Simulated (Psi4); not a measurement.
# GeH3Cl (SMILES [Cl][GeH3]): SVWN5/def2-TZVP

Aim: the energy change on altering one bond length of GeH3Cl at SVWN5/def2-TZVP, from 2 runs. Input form: a Python script.

The results are computed with Psi4 1.11.

5 further runs of the same task are left out: 5 that didn't finish.

## 1. The molecule

GeH3Cl: 5 atoms, total charge 0, spin state singlet. As SMILES, `[Cl][GeH3]`. The shape is that of a PBE0-D4/def2-TZVP optimisation.

Bond lengths: Cl1–Ge2 2.155 Å, Ge2–H3 1.532 Å, Ge2–H4 1.532 Å, Ge2–H5 1.532 Å. Angles: Cl1–Ge2–H3 107.1°, Cl1–Ge2–H4 107.1°, Cl1–Ge2–H5 107.1°, H3–Ge2–H4 111.7°, H3–Ge2–H5 111.7°, H4–Ge2–H5 111.7°.

## 2. Energy and gradient at SVWN5/def2-TZVP

The input, calc.py:

```python
import psi4

psi4.set_memory(1600000000)
psi4.set_num_threads(1)
psi4.core.set_output_file('run.log', False)

m = psi4.geometry("""
Cl    -1.875800    -0.025100     0.641300
Ge     0.161800    -0.013900    -0.060600
H      0.160400     0.656200    -1.438100
H      0.619000    -1.473700    -0.140600
H      0.984500     0.782900     0.956700
units angstrom
symmetry c1
no_reorient
no_com
""")

options = {'basis': 'def2-TZVP', 'puream': True, 'e_convergence': 1e-09, 'd_convergence': 1e-08, 'scf_type': 'pk', 'dft_radial_points': 99, 'dft_spherical_points': 590}
psi4.set_options(options)

e_tot, wfn = psi4.gradient("scf", dft_functional={"name": "SVWN5", "x_functionals": {"LDA_X": {}}, "c_functionals": {"LDA_C_VWN": {}}}, return_wfn=True)
psi4.oeprop(wfn, "MULLIKEN_CHARGES", "DIPOLE", "MAYER_INDICES")
print('gradient / Eh bohr^-1')
print(e_tot.np.round(6))
print(f'energy = {wfn.energy():.10f} Eh')
```

Started as:

```bash
python calc.py
```

run.log:

```text
[...]
  Running in c1 symmetry.
[...]
  Nuclear repulsion =  176.393821920947829
[...]
  Multiplicity = 1
[...]
  Nalpha       = 26
  Nbeta        = 26
[...]
    Number of basis functions: 103
[...]
   @RKS iter   1: -2532.48747863420658   -1.08700e+00   3.20191e-02 DIIS/ADIIS
[...]
   @RKS iter  12: -2534.38666232892456   -6.82121e-12   3.36833e-09 DIIS
[...]
    Orbital Energies [Eh]
    ---------------------
    Doubly Occupied:
       1A   -396.359224     2A   -100.287292     3A    -49.122526
       4A    -43.794443     5A    -43.792866     6A    -43.792865
       7A     -9.124740     8A     -6.981976     9A     -6.974302
      10A     -6.974302    11A     -5.972483    12A     -4.209175
      13A     -4.204403    14A     -4.204403    15A     -1.134467
      16A     -1.131527    17A     -1.131527    18A     -1.128196
      19A     -1.128196    20A     -0.741760    21A     -0.524616
      22A     -0.346863    23A     -0.342651    24A     -0.342642
      25A     -0.274854    26A     -0.274850
[...]
  @RKS Final Energy: -2534.38666232892456
   => Energetics <=
    Nuclear Repulsion Energy =            176.3938219209478291
    One-Electron Energy =               -3882.8499967304819620
    Two-Electron Energy =                1275.7292635213495942
    DFT Exchange-Correlation Energy =    -103.6597510407394509
    Empirical Dispersion Energy =           0.0000000000000000
    VV10 Nonlocal Energy =                  0.0000000000000000
    Total Energy =                      -2534.3866623289245581
[...]
  -Total Gradient:
     Atom            X                  Y                   Z
    ------   -----------------  -----------------  -----------------
       1       -0.003559450047    -0.000019020624     0.001228866718
       2        0.003741669494     0.000005540453    -0.001303093929
       3        0.000285056270    -0.000540563491     0.001020278885
       4       -0.000089802418     0.001195752428    -0.000028900997
       5       -0.000381227302    -0.000641810485    -0.000915813730
[...]
 Multipole Moments:
 ------------------------------------------------------------------------------------
     Multipole            Electronic (a.u.)      Nuclear  (a.u.)        Total (a.u.)
 ------------------------------------------------------------------------------------
 L = 1.  Multiply by 2.5417464519 to convert [e a0] to [Debye]
 Dipole X            :         47.8574020          -47.1431866            0.7142154
 Dipole Y            :          1.7161801           -1.7122808            0.0038993
 Dipole Z            :        -16.0081061           15.7620166           -0.2460895
 Magnitude           :                                                    0.7554329
[...]
  Mulliken Charges: (a.u.)
   Center  Symbol    Alpha    Beta     Spin     Total
       1    CL     8.62639  8.62639  0.00000 -0.25279
       2    GE    15.96110 15.96110  0.00000  0.07779
       3     H     0.47083  0.47083  0.00000  0.05833
       4     H     0.47083  0.47083  0.00000  0.05834
       5     H     0.47084  0.47084  0.00000  0.05832
   Total alpha = 26.00000, Total beta = 26.00000, Total charge = -0.00000
  Mayer Bond Indices:
[...]
```

Standard output:

```text
gradient / Eh bohr^-1
[[-3.559e-03 -1.900e-05  1.229e-03]
 [ 3.742e-03  6.000e-06 -1.303e-03]
 [ 2.850e-04 -5.410e-04  1.020e-03]
 [-9.000e-05  1.196e-03 -2.900e-05]
 [-3.810e-04 -6.420e-04 -9.160e-04]]
energy = -2534.3866623289 Eh
```

Wall time 17 s (1 thread of Intel Xeon Platinum 8375C at 2.90GHz (Ice Lake), shared host); peak memory 0.63 GiB.

## 3. The distorted shape, same level

The input, job.py:

```python
import psi4

psi4.set_memory(1600000000)
psi4.set_num_threads(1)
psi4.core.set_output_file('output.dat', False)

m = psi4.geometry("""
0 1
Cl    -2.863033    -0.981253    -0.579451
Ge    -0.825433    -0.970053    -1.281351
H     -0.826833    -0.299953    -2.658851
H     -0.368233    -2.429853    -1.361351
H      0.984500     0.782900     0.956700
symmetry c1
no_reorient
no_com
""")

psi4.set_options({
    'basis': 'def2-TZVP',
    'reference': 'rks',
    'puream': True,
    'e_convergence': 1e-09,
    'd_convergence': 1e-08,
    'scf_type': 'pk',
    'dft_radial_points': 99,
    'dft_spherical_points': 590,
})

result, w = psi4.gradient("scf", dft_functional={"name": "SVWN5", "x_functionals": {"LDA_X": {}}, "c_functionals": {"LDA_C_VWN": {}}}, molecule=m, return_wfn=True)
print('gradient / Eh bohr^-1')
print(result.np.round(6))
print(f'energy = {w.energy():.10f} Eh')
```

Started as:

```bash
python job.py
```

output.dat:

```text
[...]
  Running in c1 symmetry.
[...]
  Nuclear repulsion =  169.187762818737468
[...]
  Multiplicity = 1
[...]
  Nalpha       = 26
  Nbeta        = 26
[...]
    Number of basis functions: 103
[...]
   @RKS iter   1: -2531.85132662354908   -6.98693e-01   3.28944e-02 DIIS/ADIIS
[...]
   @RKS iter  19: -2534.23974224759968   -4.54747e-13   1.58936e-09 DIIS
[...]
    Orbital Energies [Eh]
    ---------------------
    Doubly Occupied:
       1A   -396.387625     2A   -100.312268     3A    -49.149051
       4A    -43.821328     5A    -43.820272     6A    -43.819005
       7A     -9.149073     8A     -7.006034     9A     -6.999579
      10A     -6.998219    11A     -5.997996    12A     -4.234342
      13A     -4.231795    14A     -4.228232    15A     -1.158704
      16A     -1.156940    17A     -1.154657    18A     -1.153931
      19A     -1.152537    20A     -0.762190    21A     -0.526251
      22A     -0.365386    23A     -0.360249    24A     -0.317769
      25A     -0.293813    26A     -0.221972
[...]
  @RKS Final Energy: -2534.23974224759968
   => Energetics <=
    Nuclear Repulsion Energy =            169.1877628187374683
    One-Electron Energy =               -3867.2901337505099946
    Two-Electron Energy =                1267.3619671045164523
    DFT Exchange-Correlation Energy =    -103.4993384203436904
    Empirical Dispersion Energy =           0.0000000000000000
    VV10 Nonlocal Energy =                  0.0000000000000000
    Total Energy =                      -2534.2397422475996791
[...]
 Multipole Moments:
 ------------------------------------------------------------------------------------
     Multipole            Electronic (a.u.)      Nuclear  (a.u.)        Total (a.u.)
 ------------------------------------------------------------------------------------
 L = 1.  Multiply by 2.5417464519 to convert [e a0] to [Debye]
 Dipole X            :        142.4185832         -142.2887862            0.1297970
 Dipole Y            :         93.4620209          -93.8625133           -0.4004924
 Dipole Z            :        101.1857535         -101.8891213           -0.7033678
 Magnitude           :                                                    0.8197363
[...]
  -Total Gradient:
     Atom            X                  Y                   Z
    ------   -----------------  -----------------  -----------------
       1       -0.008631900851    -0.000372415968     0.002441562515
       2       -0.000238965630    -0.011010412934    -0.017978142020
       3       -0.000733970301    -0.005240856855     0.002534699288
       4       -0.002751095619     0.004118828342    -0.003160139302
       5        0.012352041704     0.012502562236     0.016159625830
[...]
```

On the terminal:

```text
gradient / Eh bohr^-1
[[-0.008632 -0.000372  0.002442]
 [-0.000239 -0.01101  -0.017978]
 [-0.000734 -0.005241  0.002535]
 [-0.002751  0.004119 -0.00316 ]
 [ 0.012352  0.012503  0.01616 ]]
energy = -2534.2397422476 Eh
```

It took 22 s on 1 thread of Intel Xeon Platinum 8375C at 2.90GHz (Ice Lake), shared host; peak memory 0.62 GiB.

## 4. Summary of results

Level: SVWN5/def2-TZVP.

```
                                                          quantity           value
                                         first shape: total energy  -2534.38666 Eh
                                        first shape: dipole moment          1.92 D
                                          first shape: HOMO energy        -7.48 eV
                                          first shape: LUMO energy        -1.47 eV
                                        first shape: HOMO–LUMO gap         6.01 eV
                             first shape: largest force on an atom      0.204 eV/Å
                                     distorted shape: total energy  -2534.23974 Eh
                                    distorted shape: dipole moment          2.08 D
                                      distorted shape: HOMO energy        -6.04 eV
                                      distorted shape: LUMO energy        -4.94 eV
                                    distorted shape: HOMO–LUMO gap         1.10 eV
                         distorted shape: largest force on an atom      1.228 eV/Å
energy change with the Ge2–H5 bond stretched from 1.532 to 3.370 Å        3.998 eV
```

In words: One bond (distorted shape) is far stretched, which a spin-restricted single reference describes badly; a broken-symmetry solution may lie lower. With the Ge2–H5 bond stretched from 1.532 to 3.370 Å the energy rises by 4.00 eV (386 kJ/mol). The first shape isn't relaxed at this level, so the change isn't measured from a minimum. A restricted reference can't describe the breaking bond well at this length. Mulliken charges (first shape) run from -0.25 on Cl1 to +0.08 on Ge2.
